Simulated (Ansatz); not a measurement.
**C3H7FSi: a dynamics run in two tries**

The task is a short trajectory. SMILES of the start: C=C(F)C[SiH3].

Method: RKS BLYP-D4/STO-3G, in Ansatz 0.2.0.

## Step 1: The starting structure

Bond lengths: C1–C2 1.377 Å, C2–F3 1.369 Å, C2–C4 1.568 Å, C4–Si5 1.886 Å, C1–H6 1.092 Å, C1–H7 1.107 Å, C4–H8 1.088 Å, C4–H9 1.089 Å, Si5–H10 1.454 Å, Si5–H11 1.420 Å, Si5–H12 1.465 Å. Angles (14 of 18 angles, heavy atoms first): C1–C2–F3 119.5°, C1–C2–C4 125.0°, F3–C2–C4 115.6°, C2–C4–Si5 113.1°, C2–C1–H6 117.0°, C2–C1–H7 123.7°, C2–C4–H8 102.9°, C2–C4–H9 113.3°, Si5–C4–H8 114.4°, Si5–C4–H9 105.9°, C4–Si5–H10 108.6°, C4–Si5–H11 113.1°, C4–Si5–H12 103.6°, H6–C1–H7 118.2°.

As a file:

```xyz
12

C     0.0155    1.8519    0.9487
C     0.4579    0.5505    0.8593
F     1.7297    0.2421    1.2616
C    -0.4004   -0.6568    0.3442
Si    0.0205   -1.1625   -1.4229
H    -1.0400    2.0323    0.7325
H     0.6025    2.6692    1.4095
H    -1.4211   -0.3059    0.4806
H    -0.2839   -1.5556    0.9477
H     1.4064   -1.6005   -1.4617
H    -0.8072   -2.2057   -1.9163
H    -0.2639    0.0440   -2.2032
```

## Step 2: First attempt

Contents of input.yaml:

```yaml
crystal:
  periodic: [false, false, false]
  atoms:
    - { symbol: C, position_ang: [0.015536, 1.851918, 0.948693] }
    - { symbol: C, position_ang: [0.457909, 0.550483, 0.859304] }
    - { symbol: F, position_ang: [1.729706, 0.242133, 1.261572] }
    - { symbol: C, position_ang: [-0.400415, -0.656823, 0.344169] }
    - { symbol: Si, position_ang: [0.020481, -1.162513, -1.422881] }
    - { symbol: H, position_ang: [-1.039965, 2.032281, 0.732502] }
    - { symbol: H, position_ang: [0.602491, 2.669246, 1.409505] }
    - { symbol: H, position_ang: [-1.421056, -0.305883, 0.480567] }
    - { symbol: H, position_ang: [-0.283935, -1.555625, 0.947725] }
    - { symbol: H, position_ang: [1.406424, -1.600511, -1.46168] }
    - { symbol: H, position_ang: [-0.807222, -2.205684, -1.916328] }
    - { symbol: H, position_ang: [-0.263894, 0.044034, -2.203219] }
basis:
  gaussian: { orbitals: STO-3G }
hamiltonian:
  xc: blyp
  dispersion: d4
md:
  timestep: 0.5
  n_steps: 25
  ensemble: nve
  temperature: 100.0
  initial_velocities: maxwell_boltzmann
  seed: 833966
  friction: 0.01
scf:
  lower_state_search: "off"
```

Launch:

```sh
$ ansatz run input.yaml --threads 1 --pin off --max-ram 2048MiB --backend cpu --events-out ev --progress --plain --runs-dir out
```

Q: Predict the outcome of this session. Wanted: first try.

**Answer**, as computed:

```
 quantity                                                                           value
first try                                                                         refused
    cause  friction belongs to the Langevin ensembles, and this run is at constant energy
```

The fault in the first input was caught at the input check and cost nothing.
